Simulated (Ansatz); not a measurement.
HfMoC2:

```
Hf Mo C
1.0
     3.19142    0.00000    0.00000
     0.00000    3.19142    0.00000
     0.00000    0.00000    4.48516
Hf Mo C
1 1 2
Direct
  0.00000 0.00000 0.00000
  0.50000 0.50000 0.50000
  0.50000 0.50000 0.00000
  0.00000 0.00000 0.50000
```

The cell comes from a database or a generator and needn't be the stable form of this composition.

Program: Ansatz 0.2.0. Alike in all runs: potentials or basis Ansatz PAW; no spin polarisation; cell as given; k mesh 5 × 5 × 4; smearing fermi-dirac 0.05 eV; the mesh is coarse, so values aren't converged.

Q: Order these runs on this cell by their pressure, lowest first.
A. level r2SCAN; cutoff (eV) 500; points for each segment of the path 14
B. level PBE0; cutoff (eV) 420
C. level PBEsol; cutoff (eV) 420; points for each segment of the path 14
D. level BLYP; cutoff (eV) 420; points for each segment of the path 14
E. level revPBE; cutoff (eV) 420; points for each segment of the path 14

A: C (-8.6 GPa), B (-7.0 GPa), A (-2.8 GPa), E (2.1 GPa), D (9.1 GPa).

Caveats: all runs use coarse meshes; the PAW data sets come from PBE, with cores solved anew for the run's functional, which leaves a small shift of forces and pressure; the thresholds are loose for stress (some runs).

Runs at the PBE level aren't shown here.
